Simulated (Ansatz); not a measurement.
**YSi2Ru2 (I4/mmm): equation of state with a fit**

Where is the equilibrium volume of YSi2Ru2 (I4/mmm), and how stiff is it? Wanted for YSi2Ru2 (I4/mmm): an equation of state with a fit.

The COD entry's cell or inner coordinates are ideal or old and differ from later refinements, so a difference from it is no clean test against experiment.

Program: Ansatz 0.2.0, driven from Python. Level of theory: DFT LDA, plane waves, PAW. These are calculated values, not measurements.

### Step 1. Starting point

Symmetry: I4/mmm, No. 139, tetragonal system. The conventional cell has a = 4.156 Å, b = 4.156 Å, c = 9.537 Å, α = 90.00°, β = 90.00°, γ = 90.00°. Y (site symmetry 4/mmm) is surrounded by 8 Ru at 3.16 Å and 10 Si at 3.17 to 3.58 Å. Si (site symmetry 4mm) is surrounded by 1 Si at 2.38 Å and 4 Ru at 2.40 Å and 5 Y at 3.17 to 3.58 Å. Ru (site symmetry -4m2) is surrounded by 4 Si at 2.40 Å.

The script holds or builds the structure itself.

### Step 2. Script

eos_ysi2ru2.py

```python
"""Energy against volume for YSi2Ru2, with a fit."""

import logging
import sys

import ansatz
import numpy as np

logging.basicConfig(stream=sys.stdout, format="%(levelname)s %(message)s")
log = logging.getLogger("ansatz_job")
log.setLevel(logging.INFO)

VECTORS = np.array([
    [-2.07785, 2.07785, 4.76855],
    [2.07785, -2.07785, 4.76855],
    [2.07785, 2.07785, -4.76855],
])
SITES = [
    ("Y", [0.0, 0.0, 0.0]),
    ("Si", [0.375, 0.375, 0.0]),
    ("Si", [0.625, 0.625, 0.0]),
    ("Ru", [0.75, 0.25, 0.5]),
    ("Ru", [0.25, 0.75, 0.5]),
]


def crystal_on(cell):
    crystal = ansatz.Crystal(lattice=ansatz.Lattice.of(cell))
    for symbol, position in SITES:
        crystal = crystal.atom(symbol, position)
    return crystal

# scale the volume, keep shape and fractions
volumes, energies = [], []
for scale in np.linspace(0.92, 1.08, 7):
    cell = VECTORS * scale ** (1 / 3)
    model = (
        crystal_on(cell).calculation()
        .functional("lda")
        .occupations(ansatz.OccupationsMethod.FERMI_DIRAC, width=0.1)  # the run then minimises F = E - TS
        .basis(500)
        .kpoints(9, 9, 9)  # sampling of the Brillouin zone
    )
    report = model.run(threads=1, pin="off").report
    volumes.append(abs(np.linalg.det(cell)) / len(SITES))
    energies.append(report["free_energy_ev"] / len(SITES))
    log.info(f"V = {volumes[-1]:8.4f} A^3/atom  F = {energies[-1]:.5f} eV/atom")

# third-order Birch-Murnaghan: a cubic in V^(-2/3)
x = np.array(volumes) ** (-2 / 3)
poly = np.polynomial.Polynomial.fit(x, energies, 3).convert()
roots = poly.deriv().roots()
x0 = min((r.real for r in roots if abs(r.imag) < 1e-9 and poly.deriv(2)(r.real) > 0), key=lambda r: abs(r - x.mean()))
v0 = x0 ** -1.5
b0 = 4 / 9 * poly.deriv(2)(x0) * v0 ** (-7 / 3) * 160.21766
b1 = 4 + 2 / 3 * x0 * poly.deriv(3)(x0) / poly.deriv(2)(x0)
log.info(f"V0 = {v0:.4f} A^3/atom, B0 = {b0:.1f} GPa, dB/dP = {b1:.2f}")
```

### Step 3. The input behind the calls

The engine receives this input (first run):

```yaml
crystal:
  lattice:
    - [-2.0208936925588503, 2.0208936925588503, 4.637838447265926]
    - [2.0208936925588503, -2.0208936925588503, 4.637838447265926]
    - [2.0208936925588503, 2.0208936925588503, -4.637838447265926]
  atoms:
    - { symbol: "Y", position: [0.0, 0.0, 0.0] }
    - { symbol: Si, position: [0.375, 0.375, 0.0] }
    - { symbol: Si, position: [0.625, 0.625, 0.0] }
    - { symbol: Ru, position: [0.75, 0.25, 0.5] }
    - { symbol: Ru, position: [0.25, 0.75, 0.5] }
basis:
  ecutwfc: 500.0
kpoints:
  mp_grid:
    grid: [9, 9, 9]
hamiltonian:
  xc: lda
scf:
  occupations:
    method: fermi_dirac
    width: 0.1
```

### Step 4. The run

Launch:

```
$ python eos_ysi2ru2.py
```

Standard output:

```text
INFO V =  15.1528 A^3/atom  F = -3296.80817 eV/atom
INFO V =  15.5920 A^3/atom  F = -3296.82290 eV/atom
INFO V =  16.0312 A^3/atom  F = -3296.82193 eV/atom
INFO V =  16.4704 A^3/atom  F = -3296.80746 eV/atom
INFO V =  16.9096 A^3/atom  F = -3296.78134 eV/atom
INFO V =  17.3488 A^3/atom  F = -3296.74520 eV/atom
INFO V =  17.7881 A^3/atom  F = -3296.70048 eV/atom
INFO V0 = 15.7797 A^3/atom, B0 = 192.7 GPa, dB/dP = 4.41
```

Run time: 68 s. Hardware: 1 thread of Arm Neoverse V1, shared host; peak memory 0.57 GiB.

### Step 5. Inputs of later runs

The engine's inputs for some of the other runs:

Run 2, against run 1:

```diff
@@ -3,3 +3,3 @@
-    - [-2.0208936925588503, 2.0208936925588503, 4.637838447265926]
-    - [2.0208936925588503, -2.0208936925588503, 4.637838447265926]
-    - [2.0208936925588503, 2.0208936925588503, -4.637838447265926]
+    - [-2.0402335632946067, 2.0402335632946067, 4.682222373245661]
+    - [2.0402335632946067, -2.0402335632946067, 4.682222373245661]
+    - [2.0402335632946067, 2.0402335632946067, -4.682222373245661]
```

Run 4, against run 1:

```diff
@@ -3,3 +3,3 @@
-    - [-2.0208936925588503, 2.0208936925588503, 4.637838447265926]
-    - [2.0208936925588503, -2.0208936925588503, 4.637838447265926]
-    - [2.0208936925588503, 2.0208936925588503, -4.637838447265926]
+    - [-2.07785, 2.07785, 4.76855]
+    - [2.07785, -2.07785, 4.76855]
+    - [2.07785, 2.07785, -4.76855]
```

Run 7, against run 1:

```diff
@@ -3,3 +3,3 @@
-    - [-2.0208936925588503, 2.0208936925588503, 4.637838447265926]
-    - [2.0208936925588503, -2.0208936925588503, 4.637838447265926]
-    - [2.0208936925588503, 2.0208936925588503, -4.637838447265926]
+    - [-2.131844112481305, 2.131844112481305, 4.892463480315098]
+    - [2.131844112481305, -2.131844112481305, 4.892463480315098]
+    - [2.131844112481305, 2.131844112481305, -4.892463480315098]
```

### Step 6. The engine's runs

One row for each of the 7 runs:

| run | volume (Å³/atom) | energy from run 2 (meV/atom) | SCF cycles | CPU time (s) |
| --- | --- | --- | --- | --- |
| 1 | 15.153 | 14.73 | 6 | 9.9 |
| 2 | 15.592 | 0.00 | 6 | 8.7 |
| 3 | 16.031 | 0.96 | 6 | 8.4 |
| 4 | 16.470 | 15.44 | 6 | 8.7 |
| 5 | 16.910 | 41.56 | 6 | 9.1 |
| 6 | 17.349 | 77.69 | 6 | 9.1 |
| 7 | 17.788 | 122.42 | 6 | 11 |

Energies are free energies F = E - TS of the smeared occupations. 

### Step 7. Outcome

| quantity | value |
| --- | --- |
| runs compared | 7 |
| range of energy | 122.42 meV/atom |
| lowest point, volume (Å³/atom) | 15.592 |
| equilibrium volume (fit) | 15.78 Å³/atom |
| bulk modulus (fit) | 193 GPa |

In words: A third-order Birch-Murnaghan fit through the 7 points has its minimum at 15.78 Å³ an atom, 4.2 % below the typed cell, with a bulk modulus of 193 GPa and dB/dP = 4.4. From that minimum the energy rises by 16.1 meV an atom on the compressed side and 123.8 meV on the expanded side. The window is off centre, so dB/dP is rough. Caveats:
- Shape and fractional positions are held along the curve, so the bulk modulus is an upper value where they are free to relax.
- Of the deposited cell: the entry's cell lengths or inner coordinates differ somewhat from later room-temperature determinations.
